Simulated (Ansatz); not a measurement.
# TaPAu3: the cost of one run

Program: Ansatz 0.2.0. Level of theory: DFT PBE, scalar-relativistic, plane waves, PAW. These are calculated values, not measurements.

### 1 The structure to begin with

The structure is cubic, space group Pm-3m (No. 221). Conventional cell: a = 4.388 Å, b = 4.388 Å, c = 4.388 Å, α = 90.00°, β = 90.00°, γ = 90.00°. Ta (site symmetry m-3m) has 12 Au at 3.10 Å in its first shell of neighbours. P (site symmetry m-3m) is surrounded by 6 Au at 2.19 Å. Au (site symmetry 4/mmm) has 2 P at 2.19 Å in its first shell of neighbours.

Structure file:

```
CELL_PARAMETERS angstrom
4.38842 0.00000 0.00000
0.00000 4.38842 0.00000
0.00000 0.00000 4.38842
ATOMIC_POSITIONS crystal
Ta 0.00000 0.00000 0.00000
P 0.50000 0.50000 0.50000
Au 0.00000 0.50000 0.50000
Au 0.50000 0.00000 0.50000
Au 0.50000 0.50000 0.00000
```

This is candidate A: cubic perovskite type (Pm-3m, No. 221).

(A quick probe on a coarse mesh, which set the mesh and smearing, is not shown.)

### 3 Coarse relaxation (candidate A)

input.yaml reads:

```yaml
crystal:
  lattice:
    - [4.3884184724, 0.0, 0.0]
    - [0.0, 4.3884184724, 0.0]
    - [0.0, 0.0, 4.3884184724]
  atoms:
    - { symbol: Ta, position: [0.0, 0.0, 0.0] }
    - { symbol: P, position: [0.5, 0.5, 0.5] }
    - { symbol: Au, position: [0.0, 0.5, 0.5] }
    - { symbol: Au, position: [0.5, 0.0, 0.5] }
    - { symbol: Au, position: [0.5, 0.5, 0.0] }
basis:
  ecutwfc: 420
kpoints:
  mp_grid: { grid: [4, 4, 4] }
hamiltonian:
  xc: pbe
scf:
  occupations: { method: gaussian, width: 0.1 }
  lower_state_search: "off"
output:
  forces: true
  stress: true
  eigenvalues: true
relax:
  adjacent_minimum: "off"
  f_tol: 0.04
  max_steps: 70
  cell: { stress_tol: 0.4 }
```

The run is started by

```sh
> ansatz run input.yaml --threads 1 --pin off --max-ram 2560MiB --backend cpu --events-out ev --progress --plain --runs-dir out
```

Q: Estimate wall time and peak memory on 1 thread of Arm Neoverse V1, shared host.

About 14 s, with a peak of 0.38 GiB.
